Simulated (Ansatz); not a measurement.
# C₈H₁₆: one species, many methods

An exercise on one series of results from a longer session: the logs are not shown, and one member is left open.

The runs use Ansatz 0.2.0, Gaussian basis; functionals in def2-TZVPP, the program's frozen cores in correlated methods.

Plan: PBE-D4, r2SCAN-D4, PBE0-D4, B3LYP-D4, ωB97X-V, ωB97M-V, B2PLYP; CCSD(T)/def2-TZVPP; MP2/def2-QZVPP; extrapolation to the limit.

### The geometry

An earlier PBE0-D4 in a triple-zeta def2 set relaxation fixed the geometry.

SMILES `C[C@@H]1CCCC[C@H]1C`, 24 atoms, charge 0, spin multiplicity 1.

Atoms are counted from 1 here; the program's logs count them from 0.

Bond lengths: C1–C2 1.519 Å, C1–H9 1.093 Å, C1–H10 1.095 Å, C1–H11 1.093 Å, C2–C3 1.523 Å, C2–C7 1.542 Å, C2–H12 1.100 Å, C3–C4 1.531 Å, C3–H13 1.097 Å, C3–H14 1.094 Å, C4–C5 1.533 Å, C4–H15 1.094 Å, C4–H16 1.094 Å, C5–C6 1.520 Å, C5–H17 1.093 Å, C5–H18 1.095 Å, C6–C7 1.537 Å, C6–H19 1.094 Å and more. Angles: C2–C1–H9 111.9°, C2–C1–H10 110.5°, C2–C1–H11 111.3°, H9–C1–H10 107.6°, H9–C1–H11 107.7°, H10–C1–H11 107.7°, C1–C2–C3 111.6°, C1–C2–C7 111.5°, C1–C2–H12 107.9°, C3–C2–C7 110.4°, C3–C2–H12 107.5°, C7–C2–H12 107.7°, C2–C3–C4 111.6°, C2–C3–H13 108.4°, C2–C3–H14 110.3°, C4–C3–H13 110.2°, C4–C3–H14 110.2°, H13–C3–H14 105.9° and more.

Set-up of the first run:

File in.yaml:

```yaml
crystal:
  periodic: [false, false, false]
  atoms:
    - {symbol: C, position_ang: [1.492869, -1.278827, -1.334575]}
    - {symbol: C, position_ang: [0.331312, -0.536552, -0.696070]}
    - {symbol: C, position_ang: [0.039344, 0.773809, -1.415037]}
    - {symbol: C, position_ang: [-1.259321, 1.413310, -0.917884]}
    - {symbol: C, position_ang: [-1.499627, 1.125635, 0.568696]}
    - {symbol: C, position_ang: [-0.176828, 0.961334, 1.299256]}
    - {symbol: C, position_ang: [0.578174, -0.283281, 0.805112]}
    - {symbol: C, position_ang: [0.212328, -1.507698, 1.631114]}
    - {symbol: H, position_ang: [1.727176, -2.203681, -0.801378]}
    - {symbol: H, position_ang: [2.393620, -0.656718, -1.330640]}
    - {symbol: H, position_ang: [1.274208, -1.540599, -2.373184]}
    - {symbol: H, position_ang: [-0.564147, -1.168707, -0.784773]}
    - {symbol: H, position_ang: [0.884240, 1.453734, -1.250891]}
    - {symbol: H, position_ang: [-0.009093, 0.610599, -2.495900]}
    - {symbol: H, position_ang: [-2.104438, 1.040542, -1.504660]}
    - {symbol: H, position_ang: [-1.221929, 2.493570, -1.088255]}
    - {symbol: H, position_ang: [-2.097796, 1.922008, 1.019046]}
    - {symbol: H, position_ang: [-2.086256, 0.207413, 0.681967]}
    - {symbol: H, position_ang: [-0.333987, 0.889729, 2.379854]}
    - {symbol: H, position_ang: [0.430816, 1.858457, 1.138646]}
    - {symbol: H, position_ang: [1.652806, -0.098269, 0.931337]}
    - {symbol: H, position_ang: [0.509513, -1.384611, 2.675739]}
    - {symbol: H, position_ang: [-0.868655, -1.679610, 1.610649]}
    - {symbol: H, position_ang: [0.695678, -2.411607, 1.251831]}
basis:
  gaussian: {orbitals: def2-TZVPP}
hamiltonian: {xc: pbe, dispersion: d4}
output: {forces: true, orbitals: {seedname: orbitals}}
```

Command:

```console
$ ansatz run in.yaml --threads 4 --pin off --events-out ev --progress --plain --max-ram 41984MiB --backend cuda --devices 0, --max-vram 37GiB
```

Among the steps run: PBE-D4 (GGA); r2SCAN-D4 (meta-GGA); PBE0-D4 (hybrid); B3LYP-D4 (hybrid); ωB97X-V (range-separated); ωB97M-V (range-separated); B2PLYP (double hybrid); CCSD(T) in def2-TZVPP; MP2 in def2-QZVPP.

One of the session's tables, all rows but one given; the rest of the session is left out.

```
            method  atoms, summed (eV)  atomisation energy (kcal/mol)
            PBE-D4           -8445.370                         2394.5
         r2SCAN-D4           -8453.549                         2355.8
           PBE0-D4           -8448.035                         2372.3
          B3LYP-D4           -8460.300                         2350.0
           ωB97X-V           -8456.771                         2355.0
           ωB97M-V           -8453.949                         2357.3
            B2PLYP           -8451.695                         2326.2
     HF/def2-TZVPP           -8422.925                         1782.7
    MP2/def2-TZVPP           -8437.317                         2327.9
   CCSD/def2-TZVPP           -8441.760                         2275.0
CCSD(T)/def2-TZVPP                   ?                              ?
           MP2/CBS           -8439.775                         2374.8
       CCSD(T)/CBS           -8444.660                         2349.9
```

Q: Estimate the row for CCSD(T)/def2-TZVPP from the others.

**Answer.** atoms, summed (eV): -8442.202; atomisation energy (kcal/mol): 2303.1. In the column «atoms, summed (eV)» it lies between CCSD(T)/CBS (-8444.660) and CCSD/def2-TZVPP (-8441.760).

Limits of these values: Free atoms (8 C, 16 H) were run apart at each level; the atomisation energy is their sum less the molecule, without zero-point or spin-orbit terms.
